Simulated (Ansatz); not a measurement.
# In2Sb: the cost of one run

Program: Ansatz 0.2.0. Level of theory: DFT PBEsol, scalar-relativistic, plane waves, PAW. These are calculated values, not measurements.

1 further run of the same task is left out (set aside as unsound or not needed).

## Step 1: The structure to begin with

Symmetry: P6_3/mmc, No. 194, hexagonal system. The conventional cell has a = 5.333 Å, b = 5.333 Å, c = 6.393 Å, α = 90.00°, β = 90.00°, γ = 120.00°. Around In (site symmetry -6m2) lie 5 Sb at 3.08 to 3.20 Å and 6 In at 3.47 Å. In (site symmetry -3m) has 8 In at 3.20 to 3.47 Å and 6 Sb at 3.47 Å as nearest neighbours. Around Sb (site symmetry -6m2) lie 11 In at 3.08 to 3.47 Å.

Coordinates:

```
In Sb
1.0
     5.33333    0.00000    0.00000
    -2.66667    4.61880    0.00000
     0.00000    0.00000    6.39285
In Sb
4 2
Direct
  0.66667 0.33333 0.25000
  0.33333 0.66667 0.75000
  0.00000 0.00000 0.50000
  0.00000 0.00000 0.00000
  0.66667 0.33333 0.75000
  0.33333 0.66667 0.25000
```

It goes back to an entry of the Materials Project, which need not be the stable form.

It is the result of an earlier relaxation at this level (volume 26.25 Å³/atom; gap on the mesh: none (metal)).

## Step 2: Electronic structure at the relaxed geometry

input.yaml reads:

```yaml
crystal:
  lattice:
    - [5.3333334815, 0.0, 0.0]
    - [-2.6666667408, 4.6188022819, 0.0]
    - [0.0, 0.0, 6.3928490031]
  atoms:
    - { symbol: In, position: [0.6666666667, 0.3333333333, 0.25] }
    - { symbol: In, position: [0.3333333333, 0.6666666667, 0.75] }
    - { symbol: In, position: [0.0, 0.0, 0.5] }
    - { symbol: In, position: [0.0, 0.0, 0.0] }
    - { symbol: Sb, position: [0.6666666667, 0.3333333333, 0.75] }
    - { symbol: Sb, position: [0.3333333333, 0.6666666667, 0.25] }
basis:
  ecutwfc: 420
kpoints:
  mp_grid: { grid: [12, 12, 6] }
  band_path:
    path:
      - [[0.0, 0.0, 0.0], [0.5, 0.0, 0.0], [0.33333333, 0.33333333, 0.0], [0.0, 0.0, 0.0], [0.0, 0.0, 0.5], [0.5, 0.0, 0.5], [0.33333333, 0.33333333, 0.5], [0.0, 0.0, 0.5]]
      - [[0.5, 0.0, 0.5], [0.5, 0.0, 0.0]]
      - [[0.33333333, 0.33333333, 0.5], [0.33333333, 0.33333333, 0.0]]
    npoints: 14
hamiltonian:
  xc: pbesol
scf:
  occupations: { method: gaussian, width: 0.1 }
  n_extra_bands: 15
output:
  forces: true
  stress: true
  eigenvalues: true
  populations: true
  dos: { projected: true, de: 0.02, nscf_kmesh: { grid: [18, 18, 9] } }
  bader: true
  write_density: true
  write_potential: true
  elf: true
  volumetric_format: npy
```

The run is started by

```sh
$ ansatz run input.yaml --threads 1 --pin off --max-ram 2560MiB --backend cpu --events-out ev --progress --plain --runs-dir out
```

Q: Estimate wall time and peak memory on 1 thread of Intel Xeon Platinum 8488C (Sapphire Rapids), shared host.

About 2.3 min, with a peak of 1.2 GiB.
